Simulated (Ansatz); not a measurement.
This script makes an equation of state with a fit of KMgF3, space group Pm-3m with Ansatz's Python interface.

`eos_kmgf3.py`:
```python
"""Bulk modulus of KMgF3 from an E(V) curve."""

import ansatz as az
import numpy as np
from pymatgen.analysis.eos import EOS

vectors0 = np.array([
    [3.9859, 0.0, 0.0],
    [0.0, 3.9859, 0.0],
    [0.0, 0.0, 3.9859],
])
sites = [
    ("K", (0.5, 0.5, 0.5)),
    ("Mg", (0.0, 0.0, 0.0)),
    ("F", (0.5, 0.0, 0.0)),
    ("F", (0.0, 0.5, 0.0)),
    ("F", (0.0, 0.0, 0.5)),
]


def build(cell):
    crystal = az.Crystal(lattice=az.Lattice.of(cell))
    for symbol, position in sites:
        crystal = crystal.atom(symbol, position)
    return crystal

# scale the volume, keep shape and fractions
volumes, energies = [], []
for scale in np.linspace(0.94, 1.06, 7):
    cell = vectors0 * scale ** (1 / 3)
    calc = (
        build(cell).calculation()
        .functional("r2scan")
        .basis(500)
        .occupations("fixed")
        .mixing("msr1", preconditioner="local_kerker")
        .eigensolver("davidson")
        .scf(tolerance=1e-07, extra_bands=6)
        .kpoints(4, 4, 4)
    )
    data = calc.run().report
    volumes.append(abs(np.linalg.det(cell)) / len(sites))
    energies.append(data["free_energy_ev"] / len(sites))
    print(f"V = {volumes[-1]:8.4f} A^3/atom  F = {energies[-1]:.5f} eV/atom")

for form in ["birch_murnaghan", "pourier_tarantola", "vinet"]:
    fit = EOS(eos_name=form).fit(volumes, energies)
    print(f"{form:18s} V0 {fit.v0:8.4f} A^3/atom  B0 {fit.b0_GPa:7.1f} GPa  B1 {fit.b1:5.2f}")
```

Its results, one of them left out:

| V (Å³/atom) | F less the lowest row shown (meV/atom) |
| --- | --- |
| 11.905 | 10.81 |
| 12.159 | 4.28 |
| 12.412 | 0.80 |
| 12.665 | 0.00 |
| 12.918 | 1.62 |
| 13.172 | 5.42 |
| 13.425 | ? |

What is the missing energy at 13.425 Å³ an atom?

A third-order Birch-Murnaghan fit, E = E0 + (9 V0 B0 / 16) [(t - 1)³ B' + (t - 1)² (6 - 4t)] with t = (V0/V)^(2/3), through the 6 rows shown gives V0 = 12.617 Å³, B0 = 77.8 GPa, B' = 4.50 and E0 = -0.05 meV. At V = 13.425 Å³, t = 0.95948, and the fit extrapolates to 11.15 meV. The run gave 11.18 meV, a miss of 0.02 meV.

Notes:
- The settings weren't tested for convergence.
- The starting cell is as deposited in a crystallographic database; the results hold for this polymorph, which needn't be the stable one.
- Run time: 16 s on 1 thread of AMD EPYC 7R43 64-Core Processor (Zen 3) (shared host), peak memory 0.54 GiB.
